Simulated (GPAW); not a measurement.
**Br2 (bromine) at 3 levels**

We compute a comparison of 3 runs (PBE/real-space grid, PBEsol-D4/dz(dzp), HCTH407/dzp) of Br2 (bromine). Input form: an ASE script.

The calculation is run with GPAW 26.7.0.

4 further runs of the same task are left out: 3 that didn't finish, 1 set aside as unsound or not needed.

**1. The structure to begin with**

The species is Br2 (2 atoms), meant as a singlet with charge 0. As SMILES, `BrBr`. The shape is that of a GFN2-xTB optimisation.

Bond lengths: Br1–Br2 2.282 Å.

**2. Energy and one-electron properties at PBE/real-space grid (scalar-relativistic datasets) (run 1)**

Contents of sp.py:

```python
import numpy as np
from ase.io.zmatrix import parse_zmatrix
from ase.units import Debye
from gpaw import GPAW

# Structure
zmat = """
Br
Br 1 r2
"""
values = dict(r2=2.281636)
molecule = parse_zmatrix(zmat, defs=values)
molecule.center(vacuum=4.5)

# Ground state
calc = GPAW(mode="fd", h=0.18, xc="PBE", maxiter=150, txt="-")
molecule.calc = calc

energy = molecule.get_potential_energy()
print(f"Energy = {energy:.5f} eV")
forces = molecule.get_forces()
print("Forces (eV/Ang)")
for symbol, f in zip(molecule.symbols, forces):
    print(f'{symbol:2} {f[0]:9.4f} {f[1]:9.4f} {f[2]:9.4f}')
dipole = molecule.get_dipole_moment() / Debye
print(f"Dipole: {np.linalg.norm(dipole):.3f} D")
homo, lumo = calc.get_homo_lumo()
print(f"HOMO: {homo:.3f} eV")
print(f"LUMO = {lumo:.3f} eV")
print(f"Gap: {lumo - homo:.3f} eV")
```

On the command line:

```
$ python3 sp.py
```

Log:

```text
[...]
Number of symmetries: 16
[...]
  Number of IBZ points: 1
[...]
Spin-components: 1 (collinear spins)
Bands:           8
[...]
  Valence electrons: 14.0
[...]
  Grid points: [64 52 52]
  Charge: 0.0  # |e|
[...]
    cutoffs:
[...]
occupation numbers:
  # Zero width
[...]
xc functional:
  name: PBE with 2 nearest neighbor stencil
[...]
|iter     |     time |      energy | eigst |  dens |
[...]
|iter:   1| 00:00:01 |   -3.224848 | +0.23 |       |
[...]
|iter:  11| 00:00:08 |   -2.933723c| -7.44c| -5.50c|
Converged in 11 steps
[...]
Energy contributions relative to reference atoms: (reference = -141804.495458)
Energy contributions:
  Kinetic:           6.077646
  Coulomb:          -5.518336
  Zero:              0.028891
  External:          0.000000
  Xc:               -3.521923
  Entropy:           0.000000
  Spinorbit:         0.000000
  ----------------------------
  Free energy:      -2.933723
  Extrapolated:     -2.933723
dipole moment: (0.000000, 0.000000, 0.000000)  # |e|*Ang
Fermi level: -5.657
Eigenvalues  # (at kpt = [0.000, 0.000, 0.000])
| band index |      eig [eV] | occ [0-2] |
|------------|---------------|-----------|
|          0 |       -22.095 |     2.000 |
|          1 |       -19.133 |     2.000 |
|          2 |       -10.900 |     2.000 |
|          3 |        -8.890 |     2.000 |
|          4 |        -8.890 |     2.000 |
|          5 |        -6.808 |     2.000 |
|          6 |        -6.808 |     2.000 |
|          7 |        -4.505 |     0.000 |
Gap: 2.303 eV
Transition (v -> c):
[...]
Forces (eV/Ang)
Br   -0.5337   -0.0000    0.0000
Br    0.5337    0.0000    0.0000
Dipole: 0.000 D
HOMO: -6.808 eV
LUMO = -4.505 eV
Gap: 2.303 eV
```

Run time: 8.5 s. Hardware: 1 thread of Arm Neoverse V1, shared host; peak memory 0.41 GiB.

**3. The charge distribution at PBEsol-D4/dz(dzp) (scalar-relativistic datasets) (run 2)**

Contents of Br2.xyz:

```xyz
2

Br     0.973120    -0.325440     0.498590
Br    -0.973120     0.325440    -0.498590
```

Contents of run.py:

```python
import numpy as np
from ase.calculators.mixing import SumCalculator
from ase.io import read
from ase.units import Debye
from dftd4.ase import DFTD4
from gpaw import GPAW, setup_paths
from gpaw.analyse.hirshfeld import HirshfeldPartitioning
from gpaw.atom.configurations import parameters
from gpaw.atom.generator import Generator
from gpaw.utilities.adjust_cell import adjust_cell

# Set up the molecule
molecule = read('Br2.xyz')
adjust_cell(molecule, 5.0, h=0.16)

# No datasets are shipped for this functional: make them
for symbol in ['Br']:
    Generator(symbol, xcname='PBEsol', scalarrel=True, nofiles=True, txt=None).run(**parameters[symbol])
setup_paths.insert(0, '.')

# Ground state
calculator = GPAW(mode='lcao',
                  legacy_gpaw=True,
                  basis='dz(dzp)',
                  h=0.16,
                  maxiter=120,
                  xc='PBEsol',
                  txt='Br2.txt')
molecule.calc = SumCalculator([DFTD4(method='PBEsol'), calculator])

energy = molecule.get_potential_energy()
print(f'Energy                  {energy:.5f} eV')
forces = molecule.get_forces()
print('Forces (eV/Ang)')
for symbol, f in zip(molecule.symbols, forces):
    print(f'{symbol:2} {f[0]:9.4f} {f[1]:9.4f} {f[2]:9.4f}')
dipole = calculator.get_dipole_moment(molecule) / Debye
print(f'Dipole                  {np.linalg.norm(dipole):.3f} D')
homo, lumo = calculator.get_homo_lumo()
print(f'HOMO                    {homo:.3f} eV')
print(f'LUMO                    {lumo:.3f} eV')
print(f'Gap: {lumo - homo:.3f} eV')
hirshfeld = HirshfeldPartitioning(calculator)
charges = hirshfeld.get_charges()
volumes = hirshfeld.get_effective_volume_ratios()
for symbol, q, v in zip(molecule.symbols, charges, volumes):
    print(f'{symbol:2} charge {q:7.3f}  volume ratio {v:6.3f}')
```

On the command line:

```
$ python3 run.py
```

Log:

```text
Energy                  -1.62466 eV
Forces (eV/Ang)
Br    2.0835   -0.6983    1.0649
Br   -2.0835    0.6983   -1.0649
Dipole                  0.000 D
HOMO                    -6.429 eV
LUMO                    -4.324 eV
Gap: 2.105 eV
Br charge  -0.000  volume ratio  1.021
Br charge  -0.000  volume ratio  1.021
```

Br2.txt:

```text
___ ___ ___ _ _ _
 |   |   |_  | | | |
 | | | | | . | | | |
 |__ |  _|___|_____|  26.7.0
 |___|_|

units:  Angstrom and eV
cores:  1
OpenMP: False

Versions:
  Python: 3.12.14
  ASE:    3.29.0
  Numpy:  2.5.5
  Scipy:  1.18.1
  Libxc:  7.0.0

        _gpaw.cpython-312-aarch64-linux-gnu.so

Input parameters:
  basis: dz(dzp)
  h: 0.16
  maxiter: 120
  mode: lcao
  xc: PBEsol

System changes: positions, numbers, cell, pbc, initial_charges, initial_magmoms

Initialize ...

[... 35 lines left out ...]
Reference energy: -141710.713127  # eV
[... 4 lines left out ...]
 Maximum [total energy] change in last 3 cyles: 0.0005 eV / valence electron
[... 14 lines left out ...]
       k-points in crystal coordinates                weights
[... 117 lines left out ...]
Converged after 8 iterations.
[... 13 lines left out ...]
Free energy:     -1.612677
[... 88 lines left out ...]
Memory usage: 830.72 MiB
```

It took 14 s on 1 thread of Arm Neoverse V1, shared host; peak memory 0.81 GiB.

Atomic charges (e):

```
atom  Hirshfeld
 Br1     -0.000
 Br2     -0.000
```

**4. The solvation energy at HCTH407/dzp (scalar-relativistic datasets, continuum, electrostatics alone, water's cavity methanol) (run 3)**

Contents of Br2.py:

```python
import numpy as np
from ase.io.zmatrix import parse_zmatrix
from ase.units import Debye, kcal, mol
from gpaw import GPAW, setup_paths
from gpaw.atom.configurations import parameters
from gpaw.atom.generator import Generator
from gpaw.solvation import EffectivePotentialCavity, GradientSurface, LinearDielectric, Power12Potential, SolvationGPAW

zmat = """
Br
Br 1 r2
"""
values = dict(r2=2.281636)
atoms = parse_zmatrix(zmat, defs=values)
atoms.center(vacuum=4.5)

for symbol in ['Br']:
    Generator(symbol, xcname='HCTH407', scalarrel=True, nofiles=True, txt=None).run(**parameters[symbol])
setup_paths.insert(0, '.')

dft = GPAW(mode='lcao',
           basis='dzp',
           h=0.22,
           xc='HCTH407',
           maxiter=150,
           legacy_gpaw=True,
           txt='-')
atoms.calc = dft
e_gas = atoms.get_potential_energy()
mu_gas = np.linalg.norm(atoms.get_dipole_moment()) / Debye

# Dielectric constant of methanol; cavity of the water model, electrostatics alone
solvent = dict(cavity=EffectivePotentialCavity(effective_potential=Power12Potential(atomic_radii={'H': 1.09}, u0=0.18),
                                               temperature=298.15, surface_calculator=GradientSurface()),
               dielectric=LinearDielectric(epsinf=32.6),
               interactions=[])
dft = SolvationGPAW(mode='lcao',
                    maxiter=150,
                    basis='dzp',
                    h=0.22,
                    xc='HCTH407',
                    txt='-',
                    **solvent)
atoms.calc = dft
e_sol = atoms.get_potential_energy()
mu_sol = np.linalg.norm(atoms.get_dipole_moment()) / Debye
dg = (e_sol - e_gas) / (kcal / mol)
print(f'Electrostatic solvation energy = {dg:.2f} kcal/mol')
print(f'Dipole {mu_gas:.3f} D in gas, {mu_sol:.3f} D in solution')
```

On the command line:

```
$ python3 Br2.py
```

Log:

```text
[...]
    cutoffs:
[...]
  Total Charge: 0.000000
[...]
Number of atoms: 2
[...]
Number of bands in calculation: 8
Number of valence electrons: 14
[...]
iter:   1 hh:mm:ss    -2.327223        c
[...]
Converged after 8 iterations.
Dipole moment: (0.000000, 0.000000, 0.000000) |e|*Ang
[...]
Fermi level: -5.29912
[...]
      Finite-difference x-derivative with O(h^6) error (6 points)
      Finite-difference y-derivative with O(h^6) error (6 points)
      Finite-difference z-derivative with O(h^6) error (6 points)
    Max iterations: 1000
[...]
iter:   7 hh:mm:ss    -1.937034c       c -4.05c
Converged after 7 iterations.
Dipole moment: (-0.000000, -0.000000, -0.000000) |e|*Ang
Energy contributions relative to reference atoms: (reference = -141898.759165)
Kinetic:        +16.085782
Potential:      -13.038806
External:        +0.000000
XC:              -5.028634
Entropy (-ST):   +0.000000
Local:           +0.044624
--------------------------
Free energy:     -1.937034
Extrapolated:    -1.937034
Solvation cavity surface area: 99.57758
Solvation cavity volume: not calculated (no calculator defined)
 Band  Eigenvalues  Occupancy
    0    -21.70596    2.00000
    1    -18.69037    2.00000
    2    -10.45399    2.00000
    3     -8.43059    2.00000
    4     -8.43059    2.00000
    5     -6.38669    2.00000
    6     -6.38669    2.00000
    7     -3.94363    0.00000
Fermi level: -5.16516
Gap: 2.443 eV
Transition (v -> c):
  (s=0, k=0, n=6, [0.00, 0.00, 0.00]) -> (s=0, k=0, n=7, [0.00, 0.00, 0.00])
No difference between direct/indirect transitions
Electrostatic solvation energy = -2.01 kcal/mol
Dipole 0.000 D in gas, 0.000 D in solution
```

Run time: 12 s. Hardware: 1 thread of Arm Neoverse V1, shared host; peak memory 0.34 GiB.

**5. The series**

```
run                                                                                                 level  mode  grid spacing   energy (Eh)  dipole moment (D)  HOMO energy (eV)  LUMO energy (eV)  wall time
  1                                                    PBE/real-space grid (scalar-relativistic datasets)    fd          0.18  -5211.326902               0.00             -6.81             -4.51      8.5 s
  2                                                      PBEsol-D4/dz(dzp) (scalar-relativistic datasets)  lcao          0.16  -5207.832357               0.00             -6.43             -4.32       14 s
  3  HCTH407/dzp (scalar-relativistic datasets, continuum, electrostatics alone, water's cavity methanol)  lcao          0.22  -5214.754402               0.00             -6.39             -3.94       12 s
```

**6. Summary of results**

| quantity | value |
| --- | --- |
| run 3: energy as printed (from the program's reference atoms) | -1.9370 eV |
| run 3: dipole moment | 0.00 D |
| run 3: HOMO energy | -6.39 eV |
| run 3: LUMO energy | -3.94 eV |
| run 3: HOMO–LUMO gap | 2.44 eV |

What this shows: The HOMO–LUMO gap runs from 2.10 eV (PBEsol-D4/dz(dzp)) to 2.44 eV (HCTH407/dzp). The two ends differ in method and basis and solvent. Totals of different functionals can't be ranked against each other. All runs together took 34 s, the longest 14 s.
